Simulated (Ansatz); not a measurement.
# CH5Al2S: the cost of one run

Program: Ansatz 0.2.0. Level of theory: RHF/cc-pVDZ. These are calculated values, not measurements.

## Step 1: The starting structure

Bond lengths: Al1–Al2 2.569 Å, Al2–C3 2.055 Å, C3–S4 1.716 Å, Al1–H5 1.570 Å, Al1–H6 1.564 Å, Al2–H7 1.573 Å, C3–H8 1.127 Å, S4–H9 1.344 Å. Angles: Al1–Al2–C3 67.1°, Al1–Al2–H7 145.5°, C3–Al2–H7 147.3°, Al2–Al1–H5 132.9°, Al2–Al1–H6 98.3°, H5–Al1–H6 126.6°, Al2–C3–S4 124.3°, Al2–C3–H8 102.0°, S4–C3–H8 105.2°, C3–S4–H9 98.3°.

Coordinates:

```xyz
9

Al   -0.9758    0.8100   -1.4001
Al    1.2584    0.7169   -0.1358
C    -0.1296   -0.6092    0.5966
S     0.2336   -1.8944    1.6742
H    -1.3563    1.2072   -2.8704
H    -1.9349    0.7739   -0.1657
H     2.7313    1.2635   -0.0652
H    -0.4969   -1.1088   -0.3445
H     0.6703   -1.1592    2.7110
```

## Step 2: Preparing the start

File input.yaml:

```yaml
crystal:
  periodic: [false, false, false]
  atoms:
    - { symbol: Al, position_ang: [-0.97585, 0.81003, -1.40011] }
    - { symbol: Al, position_ang: [1.25843, 0.71687, -0.13583] }
    - { symbol: C, position_ang: [-0.12961, -0.60922, 0.59655] }
    - { symbol: S, position_ang: [0.23359, -1.89437, 1.6742] }
    - { symbol: H, position_ang: [-1.35627, 1.20721, -2.8704] }
    - { symbol: H, position_ang: [-1.93494, 0.77392, -0.16573] }
    - { symbol: H, position_ang: [2.73126, 1.26353, -0.06518] }
    - { symbol: H, position_ang: [-0.49687, -1.10877, -0.34452] }
    - { symbol: H, position_ang: [0.67026, -1.15919, 2.71102] }
total_charge: 1
basis:
  gaussian: { orbitals: cc-pVDZ }
hamiltonian:
  xc: hf
relax:
  f_tol: 0.02
  max_steps: 40
output:
  orbitals: {}
```

Command:

```bash
$ ansatz run input.yaml --threads 1 --pin off --max-ram 2048MiB --backend cpu --events-out ev --progress --plain --runs-dir out
```

Q: Estimate wall time and peak memory on 1 thread of an Arm CPU, shared host.

About 1.7 min, with a peak of 0.2 GiB.
